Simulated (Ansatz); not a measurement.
# Rh: stress in a strained cell

Rh is deformed so: equal xx and yy strain of -2 %. What stress and forces result, by LAPW, PAW and all-electron datasets made for the crystal?

Program: Ansatz 0.2.0. Level of theory: DFT PBEsol, scalar-relativistic. These are calculated values, not measurements.

### Step 1. The system as given

Symmetry: Fm-3m, No. 225, cubic system. Conventional cell: a = 3.803 Å, b = 3.803 Å, c = 3.803 Å, α = 90.00°, β = 90.00°, γ = 90.00°. Rh (site symmetry m-3m) is surrounded by 12 Rh at 2.69 Å.

Coordinates:

```xyz
1
Lattice="0.0000 1.9016 1.9016 1.9016 0.0000 1.9016 1.9016 1.9016 0.0000" Properties=species:S:1:pos:R:3 pbc="T T T"
Rh    0.0000    0.0000    0.0000
```

### Step 2. After the deformation

Space group Fm-3m before, I4/mmm after.

### Step 3. Full-potential LAPW

Contents of input.yaml:

```yaml
crystal:
  lattice:
    - [0.0, 1.863519, 1.90155]
    - [1.863519, 0.0, 1.90155]
    - [1.863519, 1.863519, 0.0]
  atoms:
    - { symbol: Rh, position: [0.0, 0.0, 0.0] }
kpoints:
  mp_grid: { grid: [16, 16, 16] }
  band_path:
    path:
      - [0.0, 0.0, 0.0]
      - [0.0, 0.5, 0.5]
      - [0.25, 0.75, 0.5]
      - [0.0, 0.5, 0.0]
      - [0.0, 0.0, 0.0]
      - [0.5, 0.5, 0.0]
      - [0.37005, 0.62995, 0.0]
      - [-0.37005, 0.37005, 0.0]
      - [0.0, 0.0, 0.0]
    npoints: 5
scf:
  occupations: { method: fermi_dirac, width: 0.08 }
hamiltonian:
  xc: pbesol
  pseudopotentials: { kind: all_electron, lapw: { basis_error: 0.001 } }
output:
  forces: true
  stress: true
  eigenvalues: true
```

The run is started by

```sh
$ ansatz run input.yaml --threads 1 --pin off --max-ram 3072MiB --backend cpu --events-out ev --progress --plain --runs-dir out
```

### Step 4. PAW on the default files

Contents of input.yaml:

```yaml
crystal:
  lattice:
    - [0.0, 1.863519, 1.90155]
    - [1.863519, 0.0, 1.90155]
    - [1.863519, 1.863519, 0.0]
  atoms:
    - { symbol: Rh, position: [0.0, 0.0, 0.0] }
kpoints:
  mp_grid: { grid: [16, 16, 16] }
scf:
  occupations: { method: fermi_dirac, width: 0.08 }
hamiltonian:
  xc: pbesol
  pseudopotentials: { kind: paw }
output:
  forces: true
  stress: true
  eigenvalues: true
  efg: { contact_densities: true }
```

### Step 5. All-electron PAW on datasets made for the crystal

input.yaml: that of step 4 with these lines changed.

```diff
@@ -13,3 +13,3 @@
   xc: pbesol
-  pseudopotentials: { kind: paw }
+  pseudopotentials: { kind: all_electron, datasets: crystal }
 output:
```

(Steps that only read results are left out.)

Before running it: what results should come out? Wanted: pressure; largest shear or deviatoric stress.

The runs gave:

```
                                 quantity                                           value
                                 pressure  LAPW 7.25, PAW 7.26, crystal datasets 7.25 GPa
largest shear or deviatoric stress (LAPW)                                        3.73 GPa
```

The largest part of the stress beyond the pressure is 3.73 GPa in size, in the zz component. No run of the undeformed cell stands beside it, so the pressure holds what the given cell had before the change. PAW: stress within 0.01 GPa of LAPW. Crystal datasets: stress within 0.01 GPa of LAPW.
